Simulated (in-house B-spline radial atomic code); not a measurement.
**Ar in a hard spherical wall**

What does confinement do to Ar? The free system is solved first, then the same system inside hard walls. More than one configuration is followed.

Program: in-house B-spline radial atomic code version 1. Level of theory: Dirac-Hartree-Fock, average of configuration, Fermi nucleus, basis-set limit. These are calculated values, not measurements, unless marked.

### 1 The system

```
element       : argon (Z = 18)
charge        : 0
electrons     : 18
configuration : [Ne] 3s2 3p6
Hamiltonian   : Dirac-Coulomb
nucleus       : Fermi, rms radius 3.427 fm
```

The outer shells:

[Ne] 3s2 3p6
```
[Ne] core
3s [↑↓]
3p [↑↓][↑↓][↑↓]
```

Settings of the run:

```ini
Z = 18
electrons = 18.0
configuration = [Ne] 3s2 3p6
hamiltonian = dirac
method = hf
spin_polarised = False
nucleus = fermi
rms_radius = 3.4274
mass_number = 40
atomic_mass = 39.96238312204
speed_of_light = 137.035999084
```

This reference run was done before. Its total energy is -528.683763 hartree, and its levels are (the highest eight at most):

| orbital | occupation | energy (eV) | <r> (bohr) |
| --- | --- | --- | --- |
| 1s1/2 | 2 | -3241.60 | 0.08562 |
| 2s1/2 | 2 | -337.74 | 0.4100 |
| 2p1/2 | 2 | -262.10 | 0.3731 |
| 2p3/2 | 4 | -259.79 | 0.3753 |
| 3s1/2 | 2 | -35.010 | 1.416 |
| 3p1/2 | 2 | -16.201 | 1.656 |
| 3p3/2 | 4 | -15.995 | 1.665 |

### 2 Wall at 5.16 bohr, configuration [Ne] 3s2 3p6

Settings of the run:

```ini
Z = 18
electrons = 18.0
configuration = [Ne] 3s2 3p6
hamiltonian = dirac
method = hf
spin_polarised = False
nucleus = fermi
rms_radius = 3.4274
mass_number = 40
atomic_mass = 39.96238312204
speed_of_light = 137.035999084
wall_radius = 5.16
```

### 3 Wall at 2.82 bohr, configuration [Ne] 3s2 3p6

The settings differ from step 2 so:

```diff
@@ -11,2 +11,2 @@
 speed_of_light = 137.035999084
-wall_radius = 5.16
+wall_radius = 2.82
```

### 4 Wall at 1.86 bohr, configuration [Ne] 3s2 3p6

The settings differ from step 3 so:

```diff
@@ -11,2 +11,2 @@
 speed_of_light = 137.035999084
-wall_radius = 2.82
+wall_radius = 1.86
```

### 5 Wall at 5.16 bohr, configuration [He] 2s2 2p5 3s2 3p6 3d1

Settings of the run:

```ini
Z = 18
electrons = 18.0
configuration = [He] 2s2 2p5 3s2 3p6 3d1
hamiltonian = dirac
method = hf
spin_polarised = False
nucleus = fermi
rms_radius = 3.4274
mass_number = 40
atomic_mass = 39.96238312204
speed_of_light = 137.035999084
wall_radius = 5.16
```

### 6 Wall at 2.82 bohr, configuration [He] 2s2 2p5 3s2 3p6 3d1

The settings differ from step 5 so:

```diff
@@ -11,2 +11,2 @@
 speed_of_light = 137.035999084
-wall_radius = 5.16
+wall_radius = 2.82
```

### 7 Wall at 1.86 bohr, configuration [He] 2s2 2p5 3s2 3p6 3d1

The settings differ from step 6 so:

```diff
@@ -11,2 +11,2 @@
 speed_of_light = 137.035999084
-wall_radius = 2.82
+wall_radius = 1.86
```

### 8 Wall at 5.16 bohr, configuration [Ne] 3s1 3p6 3d1

Settings of the run:

```ini
Z = 18
electrons = 18.0
configuration = [Ne] 3s1 3p6 3d1
hamiltonian = dirac
method = hf
spin_polarised = False
nucleus = fermi
rms_radius = 3.4274
mass_number = 40
atomic_mass = 39.96238312204
speed_of_light = 137.035999084
wall_radius = 5.16
```

### 9 Wall at 2.82 bohr, configuration [Ne] 3s1 3p6 3d1

The settings differ from step 8 so:

```diff
@@ -11,2 +11,2 @@
 speed_of_light = 137.035999084
-wall_radius = 5.16
+wall_radius = 2.82
```

### 10 Wall at 1.86 bohr, configuration [Ne] 3s1 3p6 3d1

The settings differ from step 9 so:

```diff
@@ -11,2 +11,2 @@
 speed_of_light = 137.035999084
-wall_radius = 2.82
+wall_radius = 1.86
```

What do the energy and the highest level do as the wall closes in, and which configuration is lower at each radius?

As calculated:

| configuration | radius (bohr) | energy above the free system (eV) | highest level (eV) |
| --- | --- | --- | --- |
| [Ne] 3s2 3p6 | 5.16 | 0.316 | -15.661 (3p3/2) |
| [Ne] 3s2 3p6 | 2.82 | 29.789 | -4.794 (3p3/2) |
| [Ne] 3s2 3p6 | 1.86 | 241.99 | 39.767 (3p3/2) |
| [He] 2s2 2p5 3s2 3p6 3d1 | 5.16 | 251.32 | 1.833 (3d5/2) |
| [He] 2s2 2p5 3s2 3p6 3d1 | 2.82 | 282.34 | 15.643 (3d5/2) |
| [He] 2s2 2p5 3s2 3p6 3d1 | 1.86 | 497.45 | 60.351 (3d5/2) |
| [Ne] 3s1 3p6 3d1 | 5.16 | 35.961 | 2.033 (3d3/2) |
| [Ne] 3s1 3p6 3d1 | 2.82 | 73.138 | 18.170 (3d5/2) |
| [Ne] 3s1 3p6 3d1 | 1.86 | 293.10 | 65.206 (3d5/2) |

**Reading.** For [Ne] 3s2 3p6 the energy above the free reference is 0.316 eV at 5.16 bohr and 241.99 eV at 1.86 bohr. Its highest level passes zero between 2.82 and 1.86 bohr; in smaller spheres the level is positive, pushed up by confinement, and the wall keeps the electron in. Of [Ne] 3s2 3p6 and [He] 2s2 2p5 3s2 3p6 3d1, the first stays lower at every radius that both share. At 1.86 bohr the lowest of all 3 is [Ne] 3s2 3p6. A hard wall is a crude model of an atom's surroundings.
